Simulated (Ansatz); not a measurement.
Run this with the Python package of Ansatz (0.2.0) and show what comes out.

`ch3nosi.xyz`
```text
7

O    -0.74440    0.97260   -1.18080
Si    0.29610    0.64130   -0.00980
C     0.73850   -1.00700    0.27830
N    -0.37830   -0.88180    0.58110
H    -1.56980    0.43090   -1.15850
H     0.20080    1.60250    1.12630
H     1.51840   -1.82650    0.31770
```

Script `scan_ch3nosi.py`:
```python
"""Potential curve of CH3NOSi along one bond."""

import ansatz as az
import numpy as np

ch3nosi = az.Crystal.molecule_from_extxyz("ch3nosi.xyz")

symbols = [site.symbol for site in ch3nosi.cartesian_sites]
start = np.array([site.position_ang for site in ch3nosi.cartesian_sites])
axis = (start[4] - start[0]) / np.linalg.norm(start[4] - start[0])
moving = [4]
lengths, energies = [0.869, 0.909, 0.948, 0.988, 1.027, 1.067, 1.106, 1.165], []
for length in lengths:
    xyz = start.copy()
    xyz[moving] += (length - np.linalg.norm(start[4] - start[0])) * axis
    point = az.Crystal.molecule()
    for symbol, place in zip(symbols, xyz):
        point = point.atom(symbol, place.tolist())
    model = (
        point.calculation()
        .basis(gaussian="def2-SVP")
        .functional("HF")
    )
    r = model.run().report
    energies.append(r["free_energy_ev"])
    print(f"r = {length:6.3f} A  E = {energies[-1]:.5f} eV  <S^2> = {abs(r['mean_field']['state']['spin_squared']):.3f}")

# quartic fit about the minimum
fit = np.polynomial.Polynomial.fit(lengths, np.array(energies) - min(energies), 4).convert()
roots = [r.real for r in fit.deriv().roots() if abs(r.imag) < 1e-9 and fit.deriv(2)(r.real) > 0]
r_e = min(roots, key=lambda r: abs(r - lengths[int(np.argmin(energies))]))
print(f"minimum of the fit at {r_e:.4f} A, force constant {fit.deriv(2)(r_e):.2f} eV/A^2")
```

```console
$ python scan_ch3nosi.py
r =  0.869 A  E = -12450.83768 eV  <S^2> = 0.000
r =  0.909 A  E = -12451.00583 eV  <S^2> = 0.000
r =  0.948 A  E = -12451.04850 eV  <S^2> = 0.000
r =  0.988 A  E = -12450.99716 eV  <S^2> = 0.000
r =  1.027 A  E = -12450.87654 eV  <S^2> = 0.000
r =  1.067 A  E = -12450.69841 eV  <S^2> = 0.000
r =  1.106 A  E = -12450.48529 eV  <S^2> = 0.000
r =  1.165 A  E = -12450.11168 eV  <S^2> = 0.000
minimum of the fit at 0.9451 A, force constant 61.69 eV/A^2
```

Notes:
- Total energies depend on the basis set; only differences at equal settings carry meaning.
- The rest of the molecule is held rigid at a force-field or estimated start geometry, and the basis set is modest; single-reference methods fail as a bond breaks.
- Hartree-Fock leaves correlation out, so bond, atomisation and ionisation energies come out well too low.
- The orbitals are restricted, so S² is zero by construction.
- Finished in 3.8 s on 1 thread of Arm Neoverse V2, on a shared host, peak memory 0.19 GiB.
